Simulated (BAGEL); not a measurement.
# GeH2SClF (SMILES [F][GeH]([SH])[Cl]): B3LYP/6-31G(d) (density fitting with qzvpp-jkfit, spherical functions)

Aim: the energy change on altering one bond length of GeH2SClF at B3LYP/6-31G* (density fitting with qzvpp-jkfit, spherical functions), from 2 runs. 

The calculation is run with BAGEL 1.2.2.

6 further runs of the same task are left out: 3 that didn't finish, 3 set aside as unsound or not needed.

## Step 1: Starting point

The species is GeH2SClF (6 atoms), meant as a singlet with charge 0. As SMILES, `[F][GeH]([SH])[Cl]`. Geometry: relaxed at PBE0-D4/def2-TZVP. This is one conformer, not always the lowest.

Bond lengths: F1–Ge2 1.729 Å, Ge2–S3 2.189 Å, Ge2–Cl4 2.132 Å, Ge2–H5 1.526 Å, S3–H6 1.344 Å. Angles: F1–Ge2–S3 109.6°, F1–Ge2–Cl4 104.1°, S3–Ge2–Cl4 111.4°, F1–Ge2–H5 108.1°, S3–Ge2–H5 112.0°, Cl4–Ge2–H5 111.3°, Ge2–S3–H6 92.8°.

## Step 2: A single-point energy at B3LYP/6-31G(d) (density fitting with qzvpp-jkfit, spherical functions)

input.json

```json
{ "bagel" : [

{
  "title" : "molecule",
  "basis" : "6-31gs.json",
  "df_basis" : "qzvpp-jkfit",
  "angstrom" : "true",
  "geometry" : [
    { "atom" : "F", "xyz" : [   -1.778500,   -0.396800,    0.303800 ] },
    { "atom" : "Ge", "xyz" : [   -0.267800,   -0.038800,   -0.456900 ] },
    { "atom" : "S", "xyz" : [    0.879200,    1.339200,    0.798800 ] },
    { "atom" : "Cl", "xyz" : [    0.697800,   -1.933500,   -0.613200 ] },
    { "atom" : "H", "xyz" : [   -0.558200,    0.551600,   -1.834200 ] },
    { "atom" : "H", "xyz" : [    1.069500,    0.414300,    1.755600 ] }
  ]
},
{
  "title" : "ks",
  "xc_func" : "b3lyp"
},
{
  "title" : "print",
  "file" : "orbitals.molden",
  "orbitals" : "true"
}

]}
```

The basis set 6-31G* is read from a file made from the Basis Set Exchange's data (not shown).

Started as:

```console
$ BAGEL_NUM_THREADS=1 BAGEL input.json > input.out
```

Log:

```text
* using 1 threads per process

  ===============================================================
  ===============================================================

  *** Geometry ***

  { "atom" : "F", "xyz" : [     -3.360878,     -0.749843,      0.574099 ] },
  { "atom" : "Ge", "xyz" : [     -0.506069,     -0.073321,     -0.863416 ] },
  { "atom" : "S", "xyz" : [      1.661447,      2.530721,      1.509513 ] },
  { "atom" : "Cl", "xyz" : [      1.318651,     -3.653785,     -1.158780 ] },
  { "atom" : "H", "xyz" : [     -1.054845,      1.042373,     -3.466136 ] },
  { "atom" : "H", "xyz" : [      2.021062,      0.782914,      3.317603 ] },

  Number of auxiliary basis functions:      635

  Since a DF basis is specified, we compute 2- and 3-index integrals:
    o Being stored without compression. Storage requirement is 0.038 GB

  Number of basis functions:       86
  Number of electrons      :       76

    * METHOD: MOLECULE                             0.43

  *** Kohn-Sham DFT ***

    * Removing 10603 points whose weight is below 1.00e-10
    * Grid points: 78833

  === Nuclear Repulsion ===
   473.0811174627

       - DIIS with orbital gradients will be used.

  === KS iteration (b3lyp / 6-31gs.json) ===
      0      -2939.61881473          0.13198759           0.47
      1      -2748.92054034          0.21018674           0.43
      2      -2919.00984036          0.13196646           0.43
      3      -3028.52476686          0.08142806           0.44
      4      -2990.19703907          0.29957141           0.42
      5      -3027.20838769          0.17524864           0.43
      6      -3026.08302596          0.18749904           0.43
      7      -2967.48764749          0.19736901           0.43
      8      -3017.78065219          0.11894018           0.43
      9      -3023.02288051          0.12123440           0.42
     10      -3035.51100595          0.03286495           0.43
     11      -3035.86902053          0.02445159           0.43
     12      -3036.26671914          0.00440671           0.43
     13      -3036.27932033          0.00201464           0.43
     14      -3036.28300215          0.00040209           0.42
     15      -3036.28310571          0.00010893           0.43
     16      -3036.28311853          0.00003709           0.43
     17      -3036.28312007          0.00001006           0.43
     18      -3036.28312016          0.00000177           0.42
     19      -3036.28312016          0.00000034           0.42
     20      -3036.28312016          0.00000016           0.42
     21      -3036.28312016          0.00000009           0.42
     22      -3036.28312016          0.00000002           0.43
     23      -3036.28312016          0.00000001           0.41
    * SCF iteration converged.

    * Permanent dipole moment:
           (   -0.287446,    -0.361129,     0.152580) a.u.

    * METHOD: KS                                  10.61

    * METHOD: PRINT                                0.01

  ===============================================================
```

It took 11 s on 1 thread of Arm Neoverse V2, shared host; peak memory 0.4 GiB.

## Step 3: The distorted shape, same level

input.json

```json
{ "bagel" : [

{
  "title" : "molecule",
  "basis" : "6-31gs.json",
  "df_basis" : "qzvpp-jkfit",
  "angstrom" : true,
  "geometry" : [
    { "atom" : "F", "xyz" : [      -3.154913,      -2.050415,      -1.203054 ] },
    { "atom" : "Ge", "xyz" : [      -1.644213,      -1.692415,      -1.963754 ] },
    { "atom" : "S", "xyz" : [       0.879200,       1.339200,       0.798800 ] },
    { "atom" : "Cl", "xyz" : [      -0.678613,      -3.587115,      -2.120054 ] },
    { "atom" : "H", "xyz" : [      -1.934613,      -1.102015,      -3.341054 ] },
    { "atom" : "H", "xyz" : [       1.069500,       0.414300,       1.755600 ] }
  ]
},

{
  "title" : "ks",
  "xc_func" : "b3lyp"
},

{
  "title" : "print",
  "file" : "orbitals.molden",
  "orbitals" : true
}

]}
```

The basis set 6-31G* is read from a file made from the Basis Set Exchange's data (not shown).

Started as:

```console
$ BAGEL_NUM_THREADS=1 BAGEL input.json > input.out
```

Log:

```text
* using 1 threads per process

  ===============================================================
  ===============================================================

  *** Geometry ***

  { "atom" : "F", "xyz" : [     -5.961922,     -3.874723,     -2.273443 ] },
  { "atom" : "Ge", "xyz" : [     -3.107112,     -3.198201,     -3.710957 ] },
  { "atom" : "S", "xyz" : [      1.661447,      2.530721,      1.509513 ] },
  { "atom" : "Cl", "xyz" : [     -1.282393,     -6.778665,     -4.006321 ] },
  { "atom" : "H", "xyz" : [     -3.655889,     -2.082507,     -6.313677 ] },
  { "atom" : "H", "xyz" : [      2.021062,      0.782914,      3.317603 ] },

  Number of auxiliary basis functions:      635

  Since a DF basis is specified, we compute 2- and 3-index integrals:
    o Being stored without compression. Storage requirement is 0.038 GB

  Number of basis functions:       86
  Number of electrons      :       76

    * METHOD: MOLECULE                             0.40

  *** Kohn-Sham DFT ***

    * Removing 8420 points whose weight is below 1.00e-10
    * Grid points: 81016

  === Nuclear Repulsion ===
   373.1758073497

       - DIIS with orbital gradients will be used.

  === KS iteration (b3lyp / 6-31gs.json) ===
      0      -2929.80958176          0.13112330           0.45
      1      -2638.40537578          0.17124789           0.42
      2      -2747.61138881          0.13315612           0.42
      3      -2996.37812615          0.12377227           0.42
      4      -3031.90332558          0.04855296           0.42
      5      -3017.96775702          0.10359499           0.42
      6      -3035.26400129          0.02747738           0.41
      7      -3026.21211915          0.08323670           0.42
      8      -3035.29075974          0.03627222           0.42
      9      -3035.73229538          0.01704178           0.42
     10      -3032.81158264          0.02405552           0.43
     11      -3035.76156486          0.01435543           0.42
     12      -3035.90719296          0.00810725           0.42
     13      -3036.11840145          0.00328397           0.43
     14      -3036.09479872          0.00421061           0.42
     15      -3036.13043931          0.00089221           0.41
     16      -3036.13062556          0.00071346           0.40
     17      -3036.13082044          0.00061907           0.40
     18      -3036.13004569          0.00091448           0.40
     19      -3036.12973485          0.00101104           0.39
     20      -3036.13135893          0.00017950           0.39
     21      -3036.13138893          0.00006916           0.39
     22      -3036.13139484          0.00003264           0.39
     23      -3036.13139564          0.00001102           0.40
     24      -3036.13139572          0.00000500           0.40
     25      -3036.13139525          0.00001840           0.38
     26      -3036.13139575          0.00000103           0.38
     27      -3036.13139576          0.00000130           0.38
     28      -3036.13139576          0.00000084           0.38
     29      -3036.13139576          0.00000044           0.37
     30      -3036.13139577          0.00000059           0.37
     31      -3036.13139577          0.00000036           0.37
     32      -3036.13139577          0.00000059           0.38
     33      -3036.13139577          0.00000010           0.37
     34      -3036.13139577          0.00000023           0.37
     35      -3036.13139577          0.00000004           0.37
     36      -3036.13139577          0.00000004           0.37
     37      -3036.13139577          0.00000001           0.38
     38      -3036.13139577          0.00000001           0.37
     39      -3036.13139577          0.00000001           0.38
     40      -3036.13139577          0.00000002           0.37
     41      -3036.13139577          0.00000001           0.37
     42      -3036.13139577          0.00000001           0.37
    * SCF iteration converged.

    * Permanent dipole moment:
           (    0.375824,     0.585303,     0.934312) a.u.

    * METHOD: KS                                  17.38

    * METHOD: PRINT                                0.01

  ===============================================================
```

Run time: 18 s. Hardware: 1 thread of Arm Neoverse V2, shared host; peak memory 0.41 GiB.

## Step 4: What came out

At B3LYP/6-31G* (density fitting with qzvpp-jkfit, spherical functions):

```
                                                          quantity           value
                                         first shape: total energy  -3036.28312 Eh
                                        first shape: dipole moment          1.24 D
                                          first shape: HOMO energy        -7.88 eV
                                          first shape: LUMO energy        -1.19 eV
                                        first shape: HOMO–LUMO gap         6.69 eV
                                     distorted shape: total energy  -3036.13140 Eh
                                    distorted shape: dipole moment          2.96 D
                                      distorted shape: HOMO energy        -6.53 eV
                                      distorted shape: LUMO energy        -5.67 eV
                                    distorted shape: HOMO–LUMO gap         0.87 eV
energy change with the Ge2–S3 bond stretched from 2.189 to 4.816 Å        4.129 eV
```

**Reading.** One bond (distorted shape) is far stretched, which a spin-restricted single reference describes badly; a broken-symmetry solution may lie lower. With the Ge2–S3 bond stretched from 2.189 to 4.816 Å the energy rises by 4.13 eV (95 kcal/mol). The first shape isn't relaxed at this level, so the change isn't measured from a minimum. A restricted reference can't describe the breaking bond well at this length.
